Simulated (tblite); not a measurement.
# C18H14O4S2: the cost of one run

Programs: tblite 0.8.0 and PySCF 2.14.0, with routines of our own; each step states its level. All values are computed. Atoms count from 0.

## Step 1: The system as given

38 atoms, charge 0, multiplicity 1; geometry from: force field, distance geometry or constructed start.

## Step 2: Optimising the geometry with GFN2-xTB

The job: settings as JSON, then the geometry in Å.

```
{"job": {"kind": "relax", "xc": "GFN2-xTB", "basis": "xTB"}, "charge": 0, "multiplicity": 1}
O     -0.289800    -1.623200     0.515700
S      0.730100    -1.008800     1.328500
O      1.033000    -1.596900     2.635200
C      2.276000    -1.022900     0.457500
C      3.287500    -0.133400     0.828700
C      4.497600    -0.156300     0.132700
C      4.698000    -1.065800    -0.906600
C      3.689600    -1.959500    -1.254100
C      2.474200    -1.949100    -0.571200
C      0.211500     0.670000     1.636500
C      0.417400     1.161500     2.938200
C      0.006600     2.444700     3.298100
C     -0.621700     3.257200     2.366500
C     -0.838200     2.778400     1.067400
C     -0.446100     1.483400     0.697500
S     -0.736400     1.023300    -0.998400
O     -1.096700     2.244800    -1.706200
O      0.435700     0.287900    -1.443400
C     -2.165700    -0.015800    -1.119100
C     -2.141100    -1.119400    -1.977900
C     -3.271900    -1.933900    -2.073700
C     -4.408600    -1.648200    -1.320600
C     -4.422900    -0.538500    -0.462800
C     -3.308400     0.275500    -0.368400
H      3.157400     0.575500     1.641500
H      5.289900     0.533900     0.408500
H      5.643500    -1.078700    -1.442100
H      3.841700    -2.667000    -2.066700
H      1.683400    -2.639600    -0.856800
H      0.900900     0.548000     3.704900
H      0.182200     2.811500     4.308200
H     -0.935900     4.263100     2.632800
H     -1.327000     3.443200     0.353000
H     -1.254200    -1.355000    -2.560300
H     -3.256800    -2.801100    -2.736700
H     -5.282100    -2.288800    -1.398200
H     -5.319300    -0.323400     0.107900
H     -3.339400     1.147700     0.285500
```

Started as:

```bash
> OMP_NUM_THREADS=1 python large_run.py task.json out
```

The driver reads the jobs from task.json and runs them one after another.

Q: Estimate the wall time and peak memory of this first job on 1 thread of Intel Xeon Platinum 8259CL at 2.50GHz, shared host.

About 8.1 s, with a peak of 0.18 GiB.
